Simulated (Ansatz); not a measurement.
From input file to script: CH₆BBrSi, SMILES [SiH3]CBBr in Ansatz 0.2.0.

```yaml
crystal:
  periodic: [false, false, false]
  atoms:
    - { symbol: Si, position_ang: [-1.3507, -0.0237, -0.0516] }
    - { symbol: C, position_ang: [0.3998, -0.6789, -0.0783] }
    - { symbol: B, position_ang: [1.424, 0.4676, 0.3229] }
    - { symbol: Br, position_ang: [1.7394, 2.0277, -0.893] }
    - { symbol: H, position_ang: [-1.6691, 0.4762, 1.2943] }
    - { symbol: H, position_ang: [-2.2804, -1.1072, -0.4027] }
    - { symbol: H, position_ang: [-1.4859, 1.0683, -1.0272] }
    - { symbol: H, position_ang: [0.6412, -1.0536, -1.0942] }
    - { symbol: H, position_ang: [0.4808, -1.5145, 0.6472] }
    - { symbol: H, position_ang: [2.1008, 0.3381, 1.2825] }
basis:
  gaussian:
    orbitals: def2-SVP
hamiltonian:
  xc: pbe0
relax:
  f_tol: 0.005
  max_steps: 100
```

The script, `opt.py`:
```python
'''Geometry optimisation of CH6BBrSi.'''

import ansatz
import numpy as np

GEOMETRY = '''
Si   -1.35070   -0.02370   -0.05160
C     0.39980   -0.67890   -0.07830
B     1.42400    0.46760    0.32290
Br    1.73940    2.02770   -0.89300
H    -1.66910    0.47620    1.29430
H    -2.28040   -1.10720   -0.40270
H    -1.48590    1.06830   -1.02720
H     0.64120   -1.05360   -1.09420
H     0.48080   -1.51450    0.64720
H     2.10080    0.33810    1.28250
'''

molecule = ansatz.Crystal.molecule()
for line in GEOMETRY.strip().splitlines():
    symbol, *xyz = line.split()
    molecule = molecule.atom(symbol, [float(v) for v in xyz])

job = (
    molecule.calculation()
    .basis(gaussian='def2-SVP')
    .functional('pbe0')
)
symbols = [site.symbol for site in molecule.cartesian_sites]
start = np.array([site.position_ang for site in molecule.cartesian_sites], dtype=float)
def progress(event):
    if event['event'] == 'relax_step':
        row = event['data']
        print(f'step {row["step"]:3d}  E = {row["lagrangian_ev"]:.6f} eV  max force {row["allowed_force_max_ev_ang"]:.4f} eV/A')


data = job.relax(force_tolerance=0.005, max_steps=100).session().plan().execute(on_event=progress).report
end = np.array(data['positions_ang'])

print('reference energy %16.6f eV' % data['reference_energy_ev'])
print('total energy     %16.6f eV' % data['free_energy_ev'])
print('occupied (up, down):', data['n_occupied'], ' virtual:', data['n_virtual'], ' frozen:', data['n_frozen'])

print('bond        before    after (A)')
for i, j in [(0, 1), (0, 4), (0, 5), (0, 6), (1, 2), (1, 7), (1, 8), (2, 3), (2, 9)]:
    d0, d1 = (np.linalg.norm(xyz[i] - xyz[j]) for xyz in (start, end))
    print(f'{symbols[i]}{i}-{symbols[j]}{j}'.ljust(10), f'{d0:8.4f} {d1:8.4f}')
```

```console
$ python opt.py
step   1  E = -79709.708970 eV  max force 1.6711 eV/A
step   2  E = -79709.833185 eV  max force 0.9569 eV/A
step   3  E = -79709.889970 eV  max force 0.5049 eV/A
step   4  E = -79709.900610 eV  max force 0.1914 eV/A
step   5  E = -79709.902967 eV  max force 0.2142 eV/A
step   6  E = -79709.917998 eV  max force 0.1919 eV/A
step   7  E = -79709.922314 eV  max force 0.1164 eV/A
step   8  E = -79709.924666 eV  max force 0.1119 eV/A
step   9  E = -79709.925502 eV  max force 0.1309 eV/A
step  10  E = -79709.926387 eV  max force 0.1334 eV/A
step  11  E = -79709.927366 eV  max force 0.1218 eV/A
step  12  E = -79709.928361 eV  max force 0.0537 eV/A
step  13  E = -79709.928562 eV  max force 0.0393 eV/A
step  14  E = -79709.928715 eV  max force 0.0106 eV/A
step  15  E = -79709.928722 eV  max force 0.0013 eV/A
reference energy    -79709.928750 eV
total energy        -79709.928750 eV
occupied (up, down): [33, 33]  virtual: [75, 75]  frozen: 0
bond        before    after (A)
Si0-C1       1.8693   1.9023
Si0-H4       1.4706   1.4937
Si0-H5       1.4702   1.4941
Si0-H6       1.4706   1.4925
C1-B2        1.5888   1.5407
C1-H7        1.1094   1.1014
C1-H8        1.1096   1.1033
B2-Br3       2.0029   1.9149
B2-H9        1.1814   1.2060
```

Reading the output:
- These settings explore the input space; basis and method may be short of convergence.
- The end point is the stationary point reached from this start; no frequency run checks that it is a minimum, and the basis set is modest.
- Hardware and time: 92 s on 1 thread of Arm Neoverse V2, on a shared host, peak memory 0.32 GiB.

(Lines on the test bed's own set-up are left out of the output.)
